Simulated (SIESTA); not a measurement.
The system is Ga3Sb.

```
Sb Ga
1.0
    -2.15880    2.15880    4.76048
     2.15880   -2.15880    4.76048
     2.15880    2.15880   -4.76048
Sb Ga
1 3
Direct
  0.00000 0.00000 0.00000
  0.50000 0.50000 0.00000
  0.25000 0.75000 0.50000
  0.75000 0.25000 0.50000
```

The cell comes from a database or a generator and needn't be the stable form of this composition.

Base run:

```yaml
Program: SIESTA 5.4.2
Functional: PBEsol
Potentials_or_basis: PseudoDojo 0.4 standard (PBEsol files)
Basis: SZ (energy shift 0.003 Ry)
Grid_cutoff: 800 Ry
Energy_shift: 0.003 Ry
k_mesh: 9 × 9 × 9
Occupations: fermi-dirac, width 0.05 eV
Spin: no spin polarisation
```

Its results: band gap on the k mesh none (metal or under the smearing width); pressure 4.3 GPa.

Problem. The run is repeated on the same cell with these changes: basis from SZ (energy shift 0.003 Ry) to DZ (energy shift 0.003 Ry; two zetas on semicore shells). What comes out?

Solution. Band gap on the k mesh none (metal or under the smearing width); pressure -3.1 GPa.

Caveats: the basis has no polarisation orbitals; spin-orbit coupling is left out, which moves the levels of the heavy elements; the basis of atomic orbitals isn't converged, which shifts pressures, moduli and gaps.
